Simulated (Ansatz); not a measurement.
# Ni (Fm-3m): equation of state

One table from this session's results is given with a row withheld; the runs are named, their logs left out.

Method: DFT LDA, scalar-relativistic, plane waves, PAW, in Ansatz 0.2.0.

## The structure to begin with

Symmetry: Fm-3m, No. 225, cubic system. The conventional cell has a = 3.425 Å, b = 3.425 Å, c = 3.425 Å, α = 90.00°, β = 90.00°, γ = 90.00°. Ni (site symmetry m-3m) has 12 Ni at 2.42 Å as nearest neighbours.

Structure file:

```xyz
1
Lattice="0.0000 1.7123 1.7123 1.7123 0.0000 1.7123 1.7123 1.7123 0.0000" Properties=species:S:1:pos:R:3 pbc="T T T"
Ni    0.0000    0.0000    0.0000
```

An earlier run at LDA left this cell at 10.041 Å³/atom and -0.07 GPa (22×22×22 mesh).

Volume factors to run: 0.980, 1.020, 0.960, 1.040.

Set-up of the first run:

Contents of input.yaml:

```yaml
crystal:
  lattice:
    - [0.0, 1.7008304578, 1.7008304578]
    - [1.7008304578, 0.0, 1.7008304578]
    - [1.7008304578, 1.7008304578, 0.0]
  atoms:
    - { symbol: Ni, position: [0.0, 0.0, 0.0], spin: 0.72 }
basis:
  ecutwfc: 420
  ecutrho_ratio: 4
kpoints:
  mp_grid: { grid: [22, 22, 22] }
hamiltonian:
  xc: lda
scf:
  occupations: { method: gaussian, width: 0.05 }
output:
  forces: true
  stress: true
  eigenvalues: true
  populations: true
magnetization:
  spin_polarized: true
```

On the command line:

```console
$ ansatz run input.yaml --threads 1 --pin off --max-ram 2560MiB --backend cpu --events-out ev --progress --plain --runs-dir out
```

Steps of the session up to this table: Scaling the volume by 0.980; Volume × 1.020; Volume × 0.960; Scaling the volume by 1.040.

One of the session's tables, all rows but one given; the rest of the session is left out.

It belongs to the step «The fit». 

| volume (Å³/atom) | energy (meV/atom) | pressure (GPa) | moment of atom 1 (μB) |
| --- | --- | --- | --- |
| 9.640 | 13.72 | 11.27 | 0.63 |
| 9.840 | ? | ? | ? |
| 10.041 | 0.00 | -0.07 | 0.66 |
| 10.242 | 3.14 | -4.88 | 0.66 |
| 10.443 | 12.00 | -9.17 | 0.67 |

**Question.** Estimate the row for volume (Å³/atom) = 9.840.

Worked estimate for «energy (meV/atom)». A straight line through the neighbours (9.640, 13.72) and (10.041, 0.00) gives 13.72 + (0.00 − 13.72) × (9.840 − 9.640) / (10.041 − 9.640) = 6.88; a parabola fitted to 3 rows on both sides gives 3.55.

As computed: energy (meV/atom): 3.28; pressure (GPa): 5.31; moment of atom 1 (μB): 0.65. In «energy (meV/atom)» the line misses by +3.60 and the parabola by +0.27.

Limits of these values: Warnings in the runs' records: stability check not made.
